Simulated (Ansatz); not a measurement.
This was printed by a script on Ansatz's Python interface, for a single point from a YAML input of AlCu₃, space group P6_3/mmc. What did the script look like? Settings: LDA, PAW, cutoff 420 eV, 5×5×5 k-points, Fermi-Dirac smearing of 0.05 eV.

```
CELL_PARAMETERS angstrom
5.13792 0.00000 0.00000
-2.56896 4.44957 0.00000
0.00000 0.00000 4.20614
ATOMIC_POSITIONS crystal
Al 0.66667 0.33333 0.25000
Al 0.33333 0.66667 0.75000
Cu 0.33106 0.16553 0.75000
Cu 0.83447 0.16553 0.75000
Cu 0.83447 0.66894 0.75000
Cu 0.66894 0.83447 0.25000
Cu 0.16553 0.83447 0.25000
Cu 0.16553 0.33106 0.25000
```

Running `python yaml_run_alcu3.py` prints:
```text
DeckWarning: the atoms were moved onto the symmetric positions of the space group found under crystal.symmetry.tolerance 1.0e-5 (fractional; no operation is sought that the atoms, as they stand in a [...]
converged          True
n_iterations       7
n_electrons        120.0
n_kpoints          15
n_pw               1881
n_symmetry_ops     24
free_energy_ev     -40361.627405054125
fermi_energy_ev    15.144884998655314
largest force 0.0487 eV/A on atom 6
[[-0.     -0.     -0.    ]
 [ 0.      0.      0.    ]
 [-0.0422 -0.0243 -0.    ]
 [ 0.0422 -0.0243 -0.    ]
 [-0.      0.0487  0.    ]
 [ 0.0422  0.0243  0.    ]
 [-0.0422  0.0243  0.    ]
 [ 0.     -0.0487  0.    ]]
```
(Warnings from the package without file and line, shortened.)

One script that gives this output:

`yaml_run_alcu3.py`:
```python
"""Run a YAML input for AlCu3 from Python."""

import ansatz as az
import numpy as np

INPUT = """
crystal:
  lattice:
    - [5.137917, 0.0, 0.0]
    - [-2.568959, 4.449567, 0.0]
    - [0.0, 0.0, 4.20614]
  atoms:
    - { symbol: Al, position: [0.666667, 0.333333, 0.25] }
    - { symbol: Al, position: [0.333333, 0.666667, 0.75] }
    - { symbol: Cu, position: [0.331065, 0.165532, 0.75] }
    - { symbol: Cu, position: [0.834468, 0.165532, 0.75] }
    - { symbol: Cu, position: [0.834468, 0.668935, 0.75] }
    - { symbol: Cu, position: [0.668935, 0.834468, 0.25] }
    - { symbol: Cu, position: [0.165532, 0.834468, 0.25] }
    - { symbol: Cu, position: [0.165532, 0.331065, 0.25] }
kpoints:
  mp_grid: { kspacing: 0.3 }
hamiltonian:
  xc: lda
scf:
  occupations: { method: fermi_dirac, width: 0.05 }
basis:
  ecutwfc: 420
  xc_grid: 4
output:
  forces: true
"""


def main() -> None:
    out = az.Session.from_yaml(INPUT).plan().execute()
    report = out.report

    for key in ("converged", "n_iterations", "n_electrons", "n_kpoints", "n_pw", "n_symmetry_ops", "free_energy_ev", "fermi_energy_ev"):
        print(f"{key:18s} {report[key]}")

    # forces, one row an atom
    forces = np.array(report["forces_ev_ang"])
    norms = np.linalg.norm(forces, axis=1)
    print("largest force {:.4f} eV/A on atom {}".format(norms.max(), norms.argmax()))
    print(np.array2string(forces, precision=4, suppress_small=True))


if __name__ == "__main__":
    main()
```

What to keep in mind:
- The settings weren't tested for convergence.
- The mesh is modest for a metal, so energies can be off by several to tens of meV an atom and pressures by half a GPa or more; differences at equal mesh fare better.
- An absolute Fermi energy rests on an arbitrary zero of the periodic potential and has no direct meaning.
- The structure comes from a database of computed cells and needn't be a stable or known phase.
- Timing: 5.7 s on 1 thread of Arm Neoverse V1, on a shared host, peak memory 0.46 GiB.

(Lines on the test bed's own set-up are left out of the output.)
